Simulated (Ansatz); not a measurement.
## CuO2: single point with PBE

CuO2:

```
Cu O
1.0
     1.41261   -5.21075    0.00000
     1.41261    5.21075    0.00000
     0.00000    0.00000    4.34342
Cu O
2 4
Direct
  0.16725 0.83275 0.75000
  0.83275 0.16725 0.25000
  0.78897 0.21103 0.75000
  0.21103 0.78897 0.25000
  0.55149 0.44851 0.75000
  0.44851 0.55149 0.25000
```

The cell comes from a database or a generator and needn't be the stable form of this composition.

```json
{
 "Program": "Ansatz 0.2.0",
 "Task": "single point",
 "Functional": "PBE",
 "Potentials or basis": "Ansatz PAW",
 "Cutoff": "420 eV (not typed: the program's choice for these potentials)",
 "k mesh": "10 × 10 × 6",
 "Occupations": "fermi-dirac, width 0.05 eV",
 "Spin": "no spin polarisation"
}
```

* Pressure: -1.7 GPa
* Largest force: 0.249 eV/Å
* Band gap on the k mesh: none (metal or under the smearing width)

Forces on the atoms (eV/Å):
```
Cu   0.000  0.054  0.000
Cu   0.000 -0.054  0.000
O    0.000  0.249  0.000
O    0.000 -0.249  0.000
O    0.000 -0.082  0.000
O    0.000  0.082  0.000
```

Stress tensor (GPa, compression positive):
```
-2.81  0.00  0.00
 0.00 -1.69  0.00
 0.00  0.00 -0.58
```

Levels at points of the mesh, in eV from the Fermi level:
```csv
k point,band 28,band 29,band 30,band 31,band 32,band 33,band 34,band 35
"(0.00, 0.00, 0.00)",-1.36,-1.11,-1.07,-0.63,-0.10,0.99,1.27,5.98
"(0.00, 0.00, -0.50)",-1.66,-1.01,-1.01,0.28,0.28,1.13,1.13,8.54
"(0.00, -0.50, 0.00)",-1.91,-1.88,-1.71,-1.35,0.33,0.63,0.71,10.13
"(0.00, -0.50, -0.50)",-2.82,-0.79,-0.79,0.26,0.26,0.77,0.77,10.01
"(-0.50, -0.50, 0.00)",-1.56,-1.24,-1.24,-0.99,0.35,1.14,1.27,7.50
"(-0.50, -0.50, -0.50)",-1.93,-0.57,-0.57,0.06,0.06,1.23,1.23,9.34
```

It took 13 s on 2 threads of Intel(R) Xeon(R) Processor @ 2.50GHz (Skylake/Cascade Lake) (shared host), peak memory 0.53 GiB.

Caveat: the pressure holds a Pulay correction of +0.8 GPa for the finite cutoff; the run has no spin polarisation, though such a crystal can be magnetic; semilocal functionals often make such compounds metallic where correlation or magnetic order opens a gap, which also shifts bond lengths. With open d or f shells a metallic result of PBE can be an artefact of self-interaction; +U or a hybrid may open a gap.
